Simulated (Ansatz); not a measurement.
# doublet C2H2ClGa+ at 6 levels

Aim: a comparison of 6 runs (U-r2SCAN/cc-pVDZ, U-revPBE/cc-pVDZ, U-wB97M-V/cc-pVDZ, UB3LYP/cc-pVDZ, UBLYP/cc-pVDZ, UPBE0/cc-pVDZ) of doublet C2H2ClGa+. 

The calculation is run with Ansatz 0.2.0.

56 further runs of the same task are left out: 56 set aside as unsound or not needed. Runs told in other sessions of the task aren't counted.

### Step 1. The molecule

C2H2ClGa+ has 6 atoms, charge +1, and is taken as a doublet. As SMILES of the parent species, `C#[C][GaH][Cl]`. Geometry: relaxed at PBE0-D4/def2-TZVP. That shape belongs to the parent species and isn't relaxed for this state.

Bond lengths: C1–C2 1.208 Å, C2–Ga3 1.900 Å, Ga3–Cl4 2.140 Å, C1–H5 1.067 Å, Ga3–H6 1.547 Å. Angles: C1–C2–Ga3 179.1°, C2–Ga3–Cl4 115.4°, C2–C1–H5 179.8°, C2–Ga3–H6 126.7°, Cl4–Ga3–H6 117.8°.

### Step 2. A single-point energy at U-r2SCAN/cc-pVDZ (run 1)

Contents of molecule.yaml:

```yaml
crystal:
  periodic: [false, false, false]
  atoms:
    - {symbol: C, position_ang: [0.577800, 1.057900, -1.454500]}
    - {symbol: C, position_ang: [0.247000, 0.412500, -0.488700]}
    - {symbol: Ga, position_ang: [-0.252900, -0.587200, 1.048000]}
    - {symbol: Cl, position_ang: [-1.745400, -2.085600, 0.724100]}
    - {symbol: H, position_ang: [0.867100, 1.625700, -2.309900]}
    - {symbol: H, position_ang: [0.306500, -0.423300, 2.481100]}
basis:
  gaussian:
    orbitals: cc-pVDZ
hamiltonian:
  xc: r2scan
accuracy: high
total_charge: 1
output: {orbitals: {seedname: orbitals}}
magnetization:
  spin_polarized: true
  initial_magnetization: 1
```

Started as:

```sh
$ ansatz run molecule.yaml --threads 1 --pin off --max-ram 2610MiB --events-out events.jsonl --progress --plain --runs-dir runs
```

The log of the run:

```text
Warning: RAYON_NUM_THREADS=1 ignored (pool sized by the plan → 1); use --threads N
Functional definition: r2SCAN
  name "r2SCAN"
  parameter k0 = 0.174
  parameter k1 = 0.065
  parameter a1 = 4.9479
  exchange = r2scan_x(k0 = k0, k1 = k1, a1 = a1)
  correlation = r2scan_c
1779 factors; integrals over basis functions are off by at most 4.4e-9 eV
mean field evaluation 1: about -66982.5444 eV, gradient 4.0e1 eV
mean field evaluation 2: about -66878.4531 eV, gradient 9.8e1 eV
mean field evaluation 4: about -66989.4856 eV, gradient 2.2e1 eV
mean field evaluation 8: about -66992.3686 eV, gradient 8.4e0 eV
mean field evaluation 16: about -66993.1673 eV, gradient 1.9e-4 eV
mean field evaluation 32: about -66992.1571 eV, gradient 8.7e0 eV
mean field evaluation 64: about -66993.1129 eV, gradient 2.2e0 eV
mean field -66993.16733244 eV, -2461.9534898674 hartree, gradient 5.0e-8 eV, S^2 0.755882; 8 other end points of the search recorded, 0 dependent functions left out
reference -66993.16733527 eV, -2461.9534899715 hartree; 31, 30 occupied and 52, 53 virtual orbitals, 1779 factors
Total energy: -66993.16733527 eV, -2461.9534899715 hartree
```

Wall time 20 s (1 thread of AMD EPYC 9R45 (Zen 5), shared host); peak memory 0.43 GiB.

### Step 3. The energy at U-revPBE/cc-pVDZ (run 2)

Contents of run.yaml:

```yaml
crystal:
  periodic: [false, false, false]
  atoms:
    - symbol: C
      position_ang: [0.577800, 1.057900, -1.454500]
    - symbol: C
      position_ang: [0.247000, 0.412500, -0.488700]
    - symbol: Ga
      position_ang: [-0.252900, -0.587200, 1.048000]
    - symbol: Cl
      position_ang: [-1.745400, -2.085600, 0.724100]
    - symbol: H
      position_ang: [0.867100, 1.625700, -2.309900]
    - symbol: H
      position_ang: [0.306500, -0.423300, 2.481100]
basis:
  gaussian:
    orbitals: cc-pVDZ
total_charge: 1
magnetization:
  spin_polarized: true
  initial_magnetization: 1
hamiltonian:
  xc: {name: revPBE}
accuracy: high
output: {orbitals: {seedname: orbitals}}
```

Started as:

```sh
$ ansatz run run.yaml --threads 1 --pin off --max-ram 2610MiB --events-out events.jsonl --progress --plain --runs-dir runs
```

The log of the run:

```text
Warning: RAYON_NUM_THREADS=1 ignored (pool sized by the plan → 1); use --threads N
Functional definition: revPBE
  name "revPBE"
  parameter kappa = 1.245
  parameter beta = 0.06672455060314922
  exchange = pbe_x(kappa = kappa, mu = beta*pi^2/3)
  correlation = pbe_c(beta = beta)
1779 factors; integrals over basis functions are off by at most 4.4e-9 eV
mean field evaluation 1: about -66977.0996 eV, gradient 4.2e1 eV
mean field evaluation 2: about -66859.6809 eV, gradient 1.0e2 eV
mean field evaluation 4: about -66984.2301 eV, gradient 2.6e1 eV
mean field evaluation 8: about -66987.9213 eV, gradient 9.9e0 eV
mean field evaluation 16: about -66989.1461 eV, gradient 3.0e-3 eV
mean field evaluation 32: about -66989.1129 eV, gradient 5.9e-1 eV
mean field evaluation 64: about -66989.1151 eV, gradient 1.3e0 eV
mean field -66989.14609046 eV, -2461.8057119505 hartree, gradient 1.5e-8 eV, S^2 0.752618; 8 other end points of the search recorded, 0 dependent functions left out
reference -66989.14609497 eV, -2461.8057121160 hartree; 31, 30 occupied and 52, 53 virtual orbitals, 1779 factors
Total energy: -66989.14609497 eV, -2461.8057121160 hartree
```

It took 8.7 s on 1 thread of AMD EPYC 9R45 (Zen 5), shared host; peak memory 0.29 GiB.

Runs 3 to 4 aren't shown in full; the table further down has their settings and results.

### Step 4. The energy at UBLYP/cc-pVDZ (run 5)

Contents of input.yaml:

```yaml
crystal:
  periodic: [false, false, false]
  atoms:
    - {symbol: C, position_ang: [0.577800, 1.057900, -1.454500]}
    - {symbol: C, position_ang: [0.247000, 0.412500, -0.488700]}
    - {symbol: Ga, position_ang: [-0.252900, -0.587200, 1.048000]}
    - {symbol: Cl, position_ang: [-1.745400, -2.085600, 0.724100]}
    - {symbol: H, position_ang: [0.867100, 1.625700, -2.309900]}
    - {symbol: H, position_ang: [0.306500, -0.423300, 2.481100]}
basis:
  gaussian: {orbitals: cc-pVDZ}
accuracy: high
total_charge: 1
hamiltonian: {xc: {name: BLYP}}
magnetization: {spin_polarized: true, initial_magnetization: 1}
output: {orbitals: {seedname: orbitals}}
```

Started as:

```sh
$ ansatz run input.yaml --threads 1 --pin off --max-ram 2610MiB --events-out events.jsonl --progress --plain --runs-dir runs
```

The log of the run:

```text
Warning: RAYON_NUM_THREADS=1 ignored (pool sized by the plan → 1); use --threads N
Functional definition: BLYP
  name "BLYP"
  parameter beta = 0.0042
  parameter a = 0.04918
  parameter b = 0.132
  parameter c = 0.2533
  parameter d = 0.349
  exchange = b88_x(beta = beta)
  correlation = lyp_c(a = a, b = b, c = c, d = d)
1779 factors; integrals over basis functions are off by at most 4.4e-9 eV
mean field evaluation 1: about -66983.9397 eV, gradient 4.4e1 eV
mean field evaluation 2: about -66862.0850 eV, gradient 1.1e2 eV
mean field evaluation 4: about -66991.1483 eV, gradient 2.8e1 eV
mean field evaluation 8: about -66995.6082 eV, gradient 1.0e1 eV
mean field evaluation 16: about -66996.8715 eV, gradient 2.4e-1 eV
mean field evaluation 32: about -66996.6683 eV, gradient 3.5e0 eV
mean field evaluation 64: about -66996.3877 eV, gradient 2.9e0 eV
mean field -66996.87545273 eV, -2462.0897607747 hartree, gradient 5.8e-8 eV, S^2 0.752708; 8 other end points of the search recorded, 0 dependent functions left out
reference -66996.87550623 eV, -2462.0897627407 hartree; 31, 30 occupied and 52, 53 virtual orbitals, 1779 factors
Total energy: -66996.87550623 eV, -2462.0897627407 hartree
```

It took 8.7 s on 1 thread of AMD EPYC 9R45 (Zen 5), shared host; peak memory 0.29 GiB.

### Step 5. The energy at UPBE0/cc-pVDZ (run 6)

Contents of run.yaml:

```yaml
crystal:
  periodic: [false, false, false]
  atoms:
    - {symbol: C, position_ang: [0.577800, 1.057900, -1.454500]}
    - {symbol: C, position_ang: [0.247000, 0.412500, -0.488700]}
    - {symbol: Ga, position_ang: [-0.252900, -0.587200, 1.048000]}
    - {symbol: Cl, position_ang: [-1.745400, -2.085600, 0.724100]}
    - {symbol: H, position_ang: [0.867100, 1.625700, -2.309900]}
    - {symbol: H, position_ang: [0.306500, -0.423300, 2.481100]}
basis:
  gaussian: {orbitals: cc-pVDZ}
total_charge: 1
magnetization: {spin_polarized: true, initial_magnetization: 1}
hamiltonian: {xc: {name: PBE0}}
accuracy: high
output: {orbitals: {seedname: orbitals}}
```

Started as:

```sh
$ ansatz run run.yaml --threads 1 --pin off --max-ram 2610MiB --events-out events.jsonl --progress --plain --runs-dir runs
```

The log of the run (excerpt; [...] marks lines left out):

```text
Warning: RAYON_NUM_THREADS=1 ignored (pool sized by the plan → 1); use --threads N
Functional definition: PBE0
  name "PBE0"
[...]
1779 factors; integrals over basis functions are off by at most 4.4e-9 eV
[...]
mean field -66981.77662504 eV, -2461.5348890913 hartree, gradient 2.5e-8 eV, S^2 0.757374; 8 other end points of the search recorded, 0 dependent functions left out
reference -66981.77662779 eV, -2461.5348891924 hartree; 31, 30 occupied and 52, 53 virtual orbitals, 1779 factors
Total energy: -66981.77662779 eV, -2461.5348891924 hartree
```

It took 18 s on 1 thread of AMD EPYC 9R45 (Zen 5), shared host; peak memory 0.45 GiB.

### Step 6. The series

```csv
run,level,energy (Eh),HOMO energy (eV),LUMO energy (eV),⟨S²⟩,wall time
1,U-r2SCAN/cc-pVDZ,-2461.953490,-13.24,-13.16,0.756,20 s
2,U-revPBE/cc-pVDZ,-2461.805712,-13.08,-13.05,0.753,8.7 s
3,U-wB97M-V/cc-pVDZ,-2461.875241,-15.63,-10.92,0.753,77 s
4,UB3LYP/cc-pVDZ,-2462.104971,-13.67,-12.77,0.756,17 s
5,UBLYP/cc-pVDZ,-2462.089763,-12.95,-12.93,0.753,8.7 s
6,UPBE0/cc-pVDZ,-2461.534889,-13.81,-12.67,0.757,18 s
```

### Step 7. What came out

| quantity | value |
| --- | --- |
| run 6: total energy | -2461.53489 Eh |
| run 6: HOMO energy (highest over α and β) | -13.81 eV |
| run 6: LUMO energy (lowest over α and β) | -12.67 eV |
| run 6: ⟨S²⟩ | 0.757 |

**Reading.** Totals of different functionals can't be ranked against each other. All runs together took 2.5 min, the longest 77 s.
